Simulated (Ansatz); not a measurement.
# SiC2N4: the cost of one run

Computed with Ansatz 0.2.0 (DFT PBEsol, scalar-relativistic, plane waves, PAW, unless a step's input says otherwise).

### 1 Starting point

The structure is cubic, space group Pn-3m (No. 224). The conventional cell has a = 6.189 Å, b = 6.189 Å, c = 6.189 Å, α = 90.00°, β = 90.00°, γ = 90.00°. Around Si (site symmetry -43m) lie 4 N at 1.58 Å. Around C (site symmetry -3m) lie 2 N at 1.10 Å. N (site symmetry 3m) is surrounded by 1 C at 1.10 Å.

As a file:

```
CELL_PARAMETERS angstrom
6.18850 0.00000 0.00000
0.00000 6.18850 0.00000
0.00000 0.00000 6.18850
ATOMIC_POSITIONS crystal
Si 0.00000 0.00000 0.00000
Si 0.50000 0.50000 0.50000
C 0.75000 0.75000 0.75000
C 0.75000 0.25000 0.25000
C 0.25000 0.25000 0.75000
C 0.25000 0.75000 0.25000
N 0.85300 0.85300 0.85300
N 0.64700 0.35300 0.35300
N 0.14700 0.14700 0.85300
N 0.35300 0.64700 0.35300
N 0.85300 0.14700 0.14700
N 0.64700 0.64700 0.64700
N 0.14700 0.85300 0.14700
N 0.35300 0.35300 0.64700
```

The structure comes from the Crystallography Open Database.

(A quick probe on a coarse mesh, which set the mesh and smearing, is not shown.)

### 3 A loose first relaxation

Contents of input.yaml:

```yaml
crystal:
  lattice:
    - [6.1885, 0.0, 0.0]
    - [0.0, 6.1885, 0.0]
    - [0.0, 0.0, 6.1885]
  atoms:
    - { symbol: Si, position: [0.0, 0.0, 0.0] }
    - { symbol: Si, position: [0.5, 0.5, 0.5] }
    - { symbol: C, position: [0.75, 0.75, 0.75] }
    - { symbol: C, position: [0.75, 0.25, 0.25] }
    - { symbol: C, position: [0.25, 0.25, 0.75] }
    - { symbol: C, position: [0.25, 0.75, 0.25] }
    - { symbol: "N", position: [0.853, 0.853, 0.853] }
    - { symbol: "N", position: [0.647, 0.353, 0.353] }
    - { symbol: "N", position: [0.147, 0.147, 0.853] }
    - { symbol: "N", position: [0.353, 0.647, 0.353] }
    - { symbol: "N", position: [0.853, 0.147, 0.147] }
    - { symbol: "N", position: [0.647, 0.647, 0.647] }
    - { symbol: "N", position: [0.147, 0.853, 0.147] }
    - { symbol: "N", position: [0.353, 0.353, 0.647] }
basis:
  ecutwfc: 420
kpoints:
  mp_grid: { grid: [4, 4, 4] }
hamiltonian:
  xc: pbesol
scf:
  occupations: { method: gaussian, width: 0.1 }
output:
  forces: true
  stress: true
  eigenvalues: true
relax:
  adjacent_minimum: "off"
  f_tol: 0.05
  max_steps: 80
  cell: { stress_tol: 0.5 }
```

Run with:

```
$ ansatz run input.yaml --threads 4 --pin off --max-ram 9216MiB --backend cpu --events-out ev --progress --plain --runs-dir out
```

What time and memory should one allow on 4 threads of Arm Neoverse V1, shared host?

About 19 s, with a peak of 0.72 GiB.
